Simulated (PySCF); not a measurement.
# C2H6GeO2S: the cost of one run

Programs: PySCF 2.14.0, with density-fitted response routines of our own. Each step states its level of theory. These are calculated values for one molecule in the gas phase, unless marked as measured. Atoms count from 0, in the outputs and in this text.

**1. The starting structure**

12 atoms, charge 0, multiplicity 1; geometry from: GFN2-xTB. The atoms were then displaced at random by about 0.01 Å, so the start is not that level's minimum.

Bonds of the start (Å): S0–Ge1 2.23, Ge1–O2 1.80, O2–C3 1.38, C3–C4 1.54, C4–O5 1.41, O5–Ge1 1.78, S0–H6 1.31, Ge1–H7 1.52, C3–H8 1.10, C3–H9 1.13, C4–H10 1.09, C4–H11 1.08.

**2. Relaxing the molecule at PBE0-D3(BJ)/def2-SVP**

What the job is given:

```
{"job": {"xc": "PBE0", "basis": "def2-SVP", "d3": "d3bj", "grid": 1, "shake": 0.01, "kind": "geom"}, "charge": 0, "multiplicity": 1}
S      2.993970     0.897490     0.525100
Ge     0.968320     0.994850    -0.391330
O     -0.441980     1.052360     0.723820
C     -1.134310    -0.138590     0.684410
C     -0.848670    -0.896110    -0.629640
O      0.482580    -0.611380    -0.991660
H      2.781410    -0.285670     1.039650
H      0.849760     2.128600    -1.401100
H     -0.909800    -0.755040     1.572010
H     -2.230890     0.111950     0.744650
H     -0.953720    -1.971590    -0.479930
H     -1.516980    -0.555150    -1.405000
```

Run with:

```sh
$ OMP_NUM_THREADS=1 python probes_run.py task.json out
```

One launch serves the whole session: the jobs run in the order shown.

Q: Estimate the wall time and peak memory of this first job on 1 thread of Arm Neoverse V2, shared host.

About 60 s, with a peak of 0.55 GiB.
